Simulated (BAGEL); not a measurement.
# C2H4ClSi (SMILES C=C[SiH]Cl) at UHF/6-31G(d) (density fitting with qzvpp-jkfit, spherical functions)

What is the electronic atomisation energy of C2H4ClSi at UHF/6-31G* (density fitting with qzvpp-jkfit, spherical functions)? 

Program for the calculation: BAGEL 1.2.2.

19 further runs of the same task are left out: 1 that didn't finish, 18 set aside as unsound or not needed.

### Step 1. Starting point

The species is C2H4ClSi (8 atoms), meant as a doublet with charge 0. SMILES: `C=C[SiH]Cl`. The coordinates come from a PBE0-D4/def2-TZVP relaxation.

Bond lengths: C1–C2 1.335 Å, C2–Si3 1.841 Å, Si3–Cl4 2.059 Å, C1–H5 1.087 Å, C1–H6 1.086 Å, C2–H7 1.088 Å, Si3–H8 1.489 Å. Angles: C1–C2–Si3 122.0°, C2–Si3–Cl4 111.3°, C1–C2–H7 119.1°, Si3–C2–H7 118.7°, C2–C1–H5 121.9°, C2–C1–H6 122.0°, C2–Si3–H8 111.0°, Cl4–Si3–H8 109.0°, H5–C1–H6 116.1°.

### Step 2. A single-point energy at UHF/6-31G(d) (density fitting with qzvpp-jkfit, spherical functions)

The input, input.json:

```json
{ "bagel": [

{
  "title": "molecule",
  "basis": "6-31gs.json",
  "df_basis": "qzvpp-jkfit",
  "angstrom": true,
  "geometry": [
    { "atom": "C", "xyz": [    0.647000,    1.027000,   -0.659700 ] },
    { "atom": "C", "xyz": [    0.628500,   -0.066700,    0.105400 ] },
    { "atom": "Si", "xyz": [   -0.903600,   -0.642600,    0.947100 ] },
    { "atom": "Cl", "xyz": [   -1.031600,   -2.697900,    0.941300 ] },
    { "atom": "H", "xyz": [   -0.256900,    1.588200,   -0.880600 ] },
    { "atom": "H", "xyz": [    1.563900,    1.404900,   -1.102500 ] },
    { "atom": "H", "xyz": [    1.561300,   -0.591000,    0.301600 ] },
    { "atom": "H", "xyz": [   -2.116300,   -0.079100,    0.291500 ] }
  ]
},
{ "title": "uhf", "nopen": 1 },
{ "title": "print", "file": "orbitals.molden", "orbitals": true }

]}
```

The basis set 6-31G* is read from a file made from the Basis Set Exchange's data (not shown).

Launch:

```bash
$ BAGEL_NUM_THREADS=1 BAGEL input.json > input.out
```

What it wrote:

```text
* using 1 threads per process

  ===============================================================
  ===============================================================

  *** Geometry ***

  { "atom" : "C", "xyz" : [      1.222653,      1.940749,     -1.246652 ] },
  { "atom" : "C", "xyz" : [      1.187693,     -0.126045,      0.199177 ] },
  { "atom" : "Si", "xyz" : [     -1.707557,     -1.214338,      1.789760 ] },
  { "atom" : "Cl", "xyz" : [     -1.949441,     -5.098292,      1.778799 ] },
  { "atom" : "H", "xyz" : [     -0.485471,      3.001263,     -1.664093 ] },
  { "atom" : "H", "xyz" : [      2.955343,      2.654876,     -2.083423 ] },
  { "atom" : "H", "xyz" : [      2.950429,     -1.116828,      0.569941 ] },
  { "atom" : "H", "xyz" : [     -3.999227,     -0.149477,      0.550855 ] },

  Number of auxiliary basis functions:      478

  Since a DF basis is specified, we compute 2- and 3-index integrals:
    o Being stored without compression. Storage requirement is 0.020 GB

  Number of basis functions:       72
  Number of electrons      :       47

    * METHOD: MOLECULE                             0.29

  *** Open-shell HF ***

  === Nuclear Repulsion ===
   182.8484615317

      * DIIS with orbital gradients will be used.

  === UHF iteration (6-31gs.json) ===
      0       -826.30815847          0.02891594           0.15
      1       -826.42020610          0.01396737           0.13
      2       -826.44391489          0.00619288           0.12
      3       -826.44937019          0.00129377           0.12
      4       -826.45063921          0.00046164           0.12
      5       -826.45088972          0.00021627           0.12
      6       -826.45111146          0.00008193           0.13
      7       -826.45122400          0.00006688           0.13
      8       -826.45132484          0.00006308           0.13
      9       -826.45156328          0.00005581           0.13
     10       -826.45179839          0.00004781           0.12
     11       -826.45203376          0.00002947           0.13
     12       -826.45205167          0.00001128           0.12
     13       -826.45205545          0.00000872           0.13
     14       -826.45205536          0.00000309           0.13
     15       -826.45205548          0.00000122           0.12
     16       -826.45205552          0.00000039           0.13
     17       -826.45205553          0.00000025           0.13
     18       -826.45205553          0.00000018           0.14
     19       -826.45205553          0.00000015           0.13
     20       -826.45205553          0.00000011           0.13
     21       -826.45205553          0.00000006           0.13
     22       -826.45205553          0.00000003           0.13
     23       -826.45205553          0.00000001           0.13
     24       -826.45205553          0.00000001           0.13
    * SCF iteration converged.

    * S^2 (UHF) is 0.8856

    * Permanent dipole moment:
           (   -0.350525,    -0.962293,     0.190754) a.u.

    * METHOD: UHF                                  3.43

    * METHOD: PRINT                                0.01

  ===============================================================
```

It took 4.2 s on 1 thread of Intel Xeon Platinum 8488C (Sapphire Rapids), shared host; peak memory 0.1 GiB.

### Step 3. The C atom

The input, input.json:

```json
{ "bagel": [

{
  "title": "molecule",
  "basis": "6-31gs.json",
  "df_basis": "qzvpp-jkfit",
  "angstrom": "true",
  "geometry": [
    { "atom": "C", "xyz": [       0.000000,       0.000000,       0.000000 ] }
  ]
},

{
  "title": "uhf",
  "nopen": 2
},

{
  "title": "print",
  "file": "orbitals.molden",
  "orbitals": "true"
}

]}
```

The basis set 6-31G* is read from a file made from the Basis Set Exchange's data (not shown).

Launch:

```bash
$ BAGEL_NUM_THREADS=1 BAGEL input.json > input.out
```

What it wrote:

```text
* using 1 threads per process

  ===============================================================
  ===============================================================

  *** Geometry ***

  { "atom" : "C", "xyz" : [      0.000000,      0.000000,      0.000000 ] },

  Number of auxiliary basis functions:       75

  Since a DF basis is specified, we compute 2- and 3-index integrals:
    o Being stored without compression. Storage requirement is 0.000 GB

  Number of basis functions:       14
  Number of electrons      :        6

    * METHOD: MOLECULE                             0.02

  *** Open-shell HF ***

  === Nuclear Repulsion ===
     0.0000000000

      * DIIS with orbital gradients will be used.

  === UHF iteration (6-31gs.json) ===
      0        -37.66117580          0.01874557           0.00
      1        -37.67797810          0.00625814           0.00
      2        -37.68011489          0.00248107           0.00
      3        -37.68056677          0.00007728           0.00
      4        -37.68057114          0.00001903           0.00
      5        -37.68057148          0.00000256           0.00
      6        -37.68057148          0.00000067           0.00
      7        -37.68057148          0.00000000           0.00
    * SCF iteration converged.

    * S^2 (UHF) is 2.0047

    * Permanent dipole moment:
           (    0.000000,     0.000000,    -0.000000) a.u.

    * METHOD: UHF                                  0.03

    * METHOD: PRINT                                0.00

  ===============================================================
```

It took 0.34 s on 1 thread of Intel Xeon Platinum 8488C (Sapphire Rapids), shared host.

### Step 4. The Cl atom

The input, input.json:

```json
{ "bagel" : [

{
  "title" : "molecule",
  "basis" : "6-31gs.json",
  "df_basis" : "qzvpp-jkfit",
  "angstrom" : true,
  "geometry" : [
    { "atom" : "Cl", "xyz" : [    0.000000,    0.000000,    0.000000 ] }
  ]
},
{
  "title" : "uhf",
  "nopen" : 1
},
{
  "title" : "print",
  "file" : "orbitals.molden",
  "orbitals" : true
}

]}
```

The basis set 6-31G* is read from a file made from the Basis Set Exchange's data (not shown).

Run the same way, it converges to -459.44651 Eh (log not shown).

### Step 5. The H atom at the same level

The input, hf.json:

```json
{ "bagel": [

{
  "title": "molecule",
  "basis": "6-31gs.json",
  "df_basis": "qzvpp-jkfit",
  "angstrom": true,
  "geometry": [
    { "atom": "H", "xyz": [       0.000000,       0.000000,       0.000000 ] }
  ]
},

{ "title": "uhf", "nopen": 1 },

{ "title": "print", "file": "orbitals.molden", "orbitals": true }

]}
```

The basis set 6-31G* is read from a file made from the Basis Set Exchange's data (not shown).

Run the same way, it converges to -0.49823 Eh (log not shown).

### Step 6. The Si atom, same level

The input, calc.json:

```json
{ "bagel" : [

{
  "title" : "molecule",
  "basis" : "6-31gs.json",
  "df_basis" : "qzvpp-jkfit",
  "angstrom" : "true",
  "geometry" : [
    { "atom" : "Si", "xyz" : [       0.000000,       0.000000,       0.000000 ] }
  ]
},

{
  "title" : "uhf",
  "nopen" : 2
},

{
  "title" : "print",
  "file" : "orbitals.molden",
  "orbitals" : "true"
}

]}
```

The basis set 6-31G* is read from a file made from the Basis Set Exchange's data (not shown).

Run the same way, it converges to -288.83102 Eh (log not shown).

### Step 7. Summary of results

At UHF/6-31G* (density fitting with qzvpp-jkfit, spherical functions):

```
                     quantity          value
       molecule: total energy  -826.45206 Eh
      molecule: dipole moment         2.65 D
               molecule: ⟨S²⟩          0.886
         C atom: total energy   -37.68057 Eh
        C atom: dipole moment         0.00 D
                 C atom: ⟨S²⟩          2.005
        Cl atom: total energy  -459.44651 Eh
       Cl atom: dipole moment         0.00 D
                Cl atom: ⟨S²⟩          0.755
         H atom: total energy    -0.49823 Eh
        H atom: dipole moment         0.00 D
                 H atom: ⟨S²⟩          0.750
        Si atom: total energy  -288.83102 Eh
       Si atom: dipole moment         0.00 D
                Si atom: ⟨S²⟩          2.006
electronic atomisation energy      22.326 eV
```

What this shows: Taking the molecule apart into free atoms costs 22.33 eV (515 kcal/mol), before zero-point energy and without spin-orbit coupling. Hartree–Fock lacks the correlation of the bonding pairs, which as a rule makes this value much too low; in minimal bases other errors can mask that. ⟨S²⟩ (molecule) is 0.89 where a pure doublet has 0.75: the reference is spin-contaminated.
